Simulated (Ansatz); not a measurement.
# Cs2AgSbCl6: from the listed structure to its properties

The task, for Cs2AgSbCl6: relax cell and atoms and see whether it has a gap, which orbitals make up the states near it and how charge is shared.

Computed with Ansatz 0.2.0 (DFT PBEsol, scalar-relativistic, plane waves, PAW, unless a step's input says otherwise).

**1. Starting point**

Symmetry: Fm-3m, No. 225, cubic system. The conventional cell has a = 10.664 Å, b = 10.664 Å, c = 10.664 Å, α = 90.00°, β = 90.00°, γ = 90.00°. Cs (site symmetry -43m) has 12 Cl at 3.77 Å in its first shell of neighbours. Ag (site symmetry m-3m) is surrounded by 6 Cl at 2.71 Å. Sb (site symmetry m-3m) has 6 Cl at 2.63 Å in its first shell of neighbours. Cl (site symmetry 4mm) has 1 Sb at 2.63 Å and 1 Ag at 2.71 Å and 4 Cs at 3.77 Å in its first shell of neighbours.

Coordinates:

```
Cs Ag Sb Cl
1.0
     0.00000    5.33200    5.33200
     5.33200    0.00000    5.33200
     5.33200    5.33200    0.00000
Cs Ag Sb Cl
2 1 1 6
Cartesian
  2.6660 2.6660 2.6660
  7.9980 7.9980 7.9980
  5.3320 5.3320 5.3320
  0.0000 0.0000 0.0000
  2.6262 5.3320 5.3320
  5.3320 2.6262 5.3320
  8.0378 5.3320 5.3320
  5.3320 8.0378 5.3320
  5.3320 5.3320 2.6262
  5.3320 5.3320 8.0378
```

The structure comes from the Crystallography Open Database.

(A quick probe on a coarse mesh, which set the mesh and smearing, is not shown.)

**3. Relaxing cell and atoms**

input.yaml

```yaml
crystal:
  lattice:
    - [0.0, 5.332, 5.332]
    - [5.332, 0.0, 5.332]
    - [5.332, 5.332, 0.0]
  atoms:
    - { symbol: Cs, position: [0.25, 0.25, 0.25] }
    - { symbol: Cs, position: [0.75, 0.75, 0.75] }
    - { symbol: Ag, position: [0.5, 0.5, 0.5] }
    - { symbol: Sb, position: [0.0, 0.0, 0.0] }
    - { symbol: Cl, position: [0.75373, 0.24627, 0.24627] }
    - { symbol: Cl, position: [0.24627, 0.75373, 0.24627] }
    - { symbol: Cl, position: [0.24627, 0.75373, 0.75373] }
    - { symbol: Cl, position: [0.75373, 0.24627, 0.75373] }
    - { symbol: Cl, position: [0.24627, 0.24627, 0.75373] }
    - { symbol: Cl, position: [0.75373, 0.75373, 0.24627] }
basis:
  ecutwfc: 420
kpoints:
  mp_grid: { grid: [6, 6, 6] }
hamiltonian:
  xc: pbesol
scf:
  occupations: { method: gaussian, width: 0.02 }
output:
  forces: true
  stress: true
  eigenvalues: true
relax:
  adjacent_minimum: "off"
  f_tol: 0.005
  max_steps: 80
  cell: { stress_tol: 0.05 }
```

Run with:

```console
$ ansatz run input.yaml --threads 4 --pin off --max-ram 10240MiB --backend cpu --events-out ev --progress --plain --runs-dir out
```

The session goes on with these runs: static run: bands, density of states and charges.

What does the calculation give? Wanted: relaxed cell; volume; formation energy; gap; Bader charges.

The runs gave:

```
                                                               quantity                                                                         value
                                            relaxed cell (conventional)  a = 10.573 Å, b = 10.573 Å, c = 10.573 Å, α = 90.00°, β = 90.00°, γ = 90.00°
                                                   space group (0.01 Å)                                                               Fm-3m (No. 225)
                                                                 volume                                                                 29.55 Å³/atom
formation energy (elements from runs with the same settings, not shown)                                                                 -1.35 eV/atom
                                                                    gap                                                 1.13 eV, indirect on the path
                                                          Bader charges                                      Cs +0.87, Ag +0.59, Sb +1.54, Cl -0.64 e
```

In words: The relaxed volume is 2.5 % smaller than at the start. The start is a reported cell, which holds thermal expansion that this zero-temperature run lacks. The gap is 1.13 eV, with the valence top at X and the conduction bottom at L on the path. Of the projected weight, the top eV of the valence band is Cl 3p (57 %) and Ag 4d (23 %), and the lowest eV of the conduction band Sb 5p (54 %) and Ag 5s (20 %). Bader charges of up to 1.5 e point to polar bonding. These runs have no spin-orbit coupling; with Sb it would split and shift bands.

The gaps are Kohn-Sham values of a semilocal functional, not quasiparticle or optical gaps. Such gaps usually fall short of the measured ones; spin-orbit coupling, left out here, narrows gaps with Sb, so the two errors partly cancel.
